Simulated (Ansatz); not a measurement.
**A workflow on BH3 (borane)**

Aim: a single-point energy (singlet BH3, PBE0-D3(BJ)/aug-cc-pVDZ), then the energy (doublet H, UPBE0-D3(BJ)/aug-cc-pVDZ), then a single-point energy (doublet H, UPBE0-D3(BJ)/aug-cc-pVDZ), then the energy (doublet BH2, UPBE0-D3(BJ)/aug-cc-pVDZ), then a single-point energy (doublet BH2, UPBE0-D3(BJ)/aug-cc-pVDZ) of BH3 and its partners. 

The results are computed with Ansatz 0.2.0.

## (1) The structure to begin with

BH3: 4 atoms, total charge 0, spin state singlet. As SMILES, `B`. The shape is that of a PBE0-D4/def2-TZVP optimisation.

Bond lengths: B1–H2 1.193 Å, B1–H3 1.193 Å, B1–H4 1.193 Å. Angles: H2–B1–H3 120.0°, H2–B1–H4 120.0°, H3–B1–H4 120.0°.

## (2) The energy at PBE0-D3(BJ)/aug-cc-pVDZ (run 1)

File run.yaml:

```yaml
basis:
  gaussian:
    orbitals: aug-cc-pVDZ
crystal:
  periodic: [false, false, false]
  atoms:
    - {symbol: B, position_ang: [0.013900, -0.015100, -0.005100]}
    - {symbol: H, position_ang: [0.982200, 0.381700, 0.568800]}
    - {symbol: H, position_ang: [-0.276200, -1.171800, 0.043000]}
    - {symbol: H, position_ang: [-0.664400, 0.744900, -0.626900]}
hamiltonian:
  xc: pbe0
  dispersion: d3bj
```

The run is started by

```
$ ansatz run run.yaml --threads 1 --pin off --max-ram 2610MiB --events-out events.jsonl --progress --plain --runs-dir runs
```

What it wrote:

```text
Warning: RAYON_NUM_THREADS=1 ignored (pool sized by the plan → 1); use --threads N
Functional definition: PBE0
  name "PBE0"
  parameter a = 0.25
  parameter kappa = 0.804
  parameter beta = 0.06672455060314922
  exchange = (1 - a)*pbe_x(kappa = kappa, mu = beta*pi^2/3) + a*exact_x
  correlation = pbe_c(beta = beta)
399 factors; their error is unknown
mean field evaluation 1: about -721.8770 eV, gradient 1.4e1 eV
mean field evaluation 2: about -722.4231 eV, gradient 8.0e0 eV
mean field evaluation 4: about -722.6558 eV, gradient 2.4e-2 eV
mean field evaluation 8: about -722.6451 eV, gradient 1.9e-4 eV
mean field -722.64514382 eV, -26.5567192090 hartree, gradient 2.0e-5 eV, S^2 0.000000; 0 other end points of the search recorded, 0 dependent functions left out
reference -722.64516595 eV, -26.5567200222 hartree; 4, 4 occupied and 46, 46 virtual orbitals, 399 factors
Total energy: -722.66339785 eV, -26.5573900323 hartree
```

Run time: 0.16 s. Hardware: 1 thread of AMD EPYC 9R45 (Zen 5), shared host.

## (3) The H atom: the energy at UPBE0-D3(BJ)/aug-cc-pVDZ (run 2)

File input.yaml:

```yaml
crystal:
  periodic: [false, false, false]
  atoms:
    - {symbol: H, position_ang: [-0.276200, -1.171800, 0.043000]}
basis:
  gaussian:
    orbitals: aug-cc-pVDZ
magnetization:
  spin_polarized: true
  initial_magnetization: 1
hamiltonian:
  xc: pbe0
  dispersion: d3bj
```

Run the same way, it converges to -0.50065 Eh (log not shown).

## (4) H among ghost functions: a single-point energy at UPBE0-D3(BJ)/aug-cc-pVDZ (with ghost functions) (run 3)

File run.yaml:

```yaml
crystal:
  periodic: [false, false, false]
  atoms:
    - {symbol: H, position_ang: [-0.276200, -1.171800, 0.043000]}
basis:
  gaussian:
    orbitals: aug-cc-pVDZ
    ghost_atoms: [{symbol: B, position_ang: [0.013900, -0.015100, -0.005100]}, {symbol: H, position_ang: [0.982200, 0.381700, 0.568800]}, {symbol: H, position_ang: [-0.664400, 0.744900, -0.626900]}]
total_charge: 0
magnetization:
  spin_polarized: true
  initial_magnetization: 1
hamiltonian:
  xc: pbe0
  dispersion: d3bj
```

Run the same way, it converges to -0.50069 Eh (log not shown).

## (5) BH2: the energy at UPBE0-D3(BJ)/aug-cc-pVDZ (run 4)

File molecule.yaml:

```yaml
crystal:
  periodic: [false, false, false]
  atoms:
    - {symbol: B, position_ang: [0.013900, -0.015100, -0.005100]}
    - {symbol: H, position_ang: [0.982200, 0.381700, 0.568800]}
    - {symbol: H, position_ang: [-0.664400, 0.744900, -0.626900]}
basis:
  gaussian: {orbitals: aug-cc-pVDZ}
magnetization: {spin_polarized: true, initial_magnetization: 1}
hamiltonian: {xc: pbe0, dispersion: d3bj}
```

The run is started by

```
$ ansatz run molecule.yaml --threads 1 --pin off --max-ram 2610MiB --events-out events.jsonl --progress --plain --runs-dir runs
```

What it wrote, cut to the lines that bear on the results:

```text
Warning: RAYON_NUM_THREADS=1 ignored (pool sized by the plan → 1); use --threads N
[... 7 set-up lines as earlier in the session ...]
329 factors; their error is unknown
mean field evaluation 1: about -703.9321 eV, gradient 7.5e0 eV
mean field evaluation 2: about -704.3493 eV, gradient 2.8e0 eV
mean field evaluation 4: about -704.4143 eV, gradient 1.1e-1 eV
mean field evaluation 8: about -704.4036 eV, gradient 1.5e-2 eV
mean field evaluation 16: about -703.5987 eV, gradient 3.4e0 eV
mean field -704.40364802 eV, -25.8863566029 hartree, gradient 5.9e-5 eV, S^2 0.751682; 1 other end points of the search recorded, 0 dependent functions left out
reference -704.40369101 eV, -25.8863581826 hartree; 4, 3 occupied and 37, 38 virtual orbitals, 329 factors
Total energy: -704.41643250 eV, -25.8868264237 hartree
```

It took 0.22 s on 1 thread of AMD EPYC 9R45 (Zen 5), shared host.

## (6) BH2 among ghost functions: a single-point energy at UPBE0-D3(BJ)/aug-cc-pVDZ (with ghost functions) (run 5)

File molecule.yaml:

```yaml
basis:
  gaussian:
    orbitals: aug-cc-pVDZ
    ghost_atoms: [{symbol: H, position_ang: [-0.276200, -1.171800, 0.043000]}]
crystal:
  periodic: [false, false, false]
  atoms:
    - symbol: B
      position_ang: [0.013900, -0.015100, -0.005100]
    - symbol: H
      position_ang: [0.982200, 0.381700, 0.568800]
    - symbol: H
      position_ang: [-0.664400, 0.744900, -0.626900]
magnetization:
  spin_polarized: true
  initial_magnetization: 1
hamiltonian:
  xc: {name: PBE0}
  dispersion: d3bj
```

The run is started by

```
$ ansatz run molecule.yaml --threads 1 --pin off --max-ram 2610MiB --events-out events.jsonl --progress --plain --runs-dir runs
```

What it wrote, cut to the lines that bear on the results:

```text
Warning: RAYON_NUM_THREADS=1 ignored (pool sized by the plan → 1); use --threads N
[... 7 set-up lines as earlier in the session ...]
387 factors; their error is unknown
mean field evaluation 1: about -703.9334 eV, gradient 7.6e0 eV
mean field evaluation 2: about -704.3507 eV, gradient 2.8e0 eV
mean field evaluation 4: about -704.4161 eV, gradient 1.1e-1 eV
mean field evaluation 8: about -704.4074 eV, gradient 1.0e-2 eV
mean field evaluation 16: about -703.6106 eV, gradient 3.4e0 eV
mean field -704.40735233 eV, -25.8864927336 hartree, gradient 4.4e-5 eV, S^2 0.751705; 2 other end points of the search recorded, 0 dependent functions left out
reference -704.40740239 eV, -25.8864945733 hartree; 4, 3 occupied and 46, 47 virtual orbitals, 387 factors
Total energy: -704.42014388 eV, -25.8869628144 hartree
```

Run time: 0.32 s. Hardware: 1 thread of AMD EPYC 9R45 (Zen 5), shared host.

## (7) Results

```
                                                                                quantity         value
                                            run 1, PBE0-D3(BJ)/aug-cc-pVDZ: total energy  -26.55739 Eh
                                       run 1, PBE0-D3(BJ)/aug-cc-pVDZ: dispersion energy  -1.76 kJ/mol
                                                                    H atom: total energy   -0.50065 Eh
                                                                            H atom: ⟨S²⟩         0.750
                                                   H among ghost functions: total energy   -0.50069 Eh
                                                           H among ghost functions: ⟨S²⟩         0.750
                                                                       BH2: total energy  -25.88683 Eh
                                                                  BH2: dispersion energy  -1.23 kJ/mol
                                                                               BH2: ⟨S²⟩         0.752
                                                 BH2 among ghost functions: total energy  -25.88696 Eh
                                            BH2 among ghost functions: dispersion energy  -1.23 kJ/mol
                                                         BH2 among ghost functions: ⟨S²⟩         0.752
              interaction energy of the rigid parts H and BH2 (parts in their own basis)     -4.624 eV
interaction energy of the rigid parts H and BH2 (parts in the whole basis, counterpoise)     -4.619 eV
```

In words: The interaction energy of the rigid parts H and BH2 (parts in their own basis) is −4.62 eV (−446 kJ/mol): the parts attract. The interaction energy of the rigid parts H and BH2 (parts in the whole basis, counterpoise) is −4.62 eV (−107 kcal/mol): the parts attract. The basis-set superposition error is 0.4 kJ/mol.
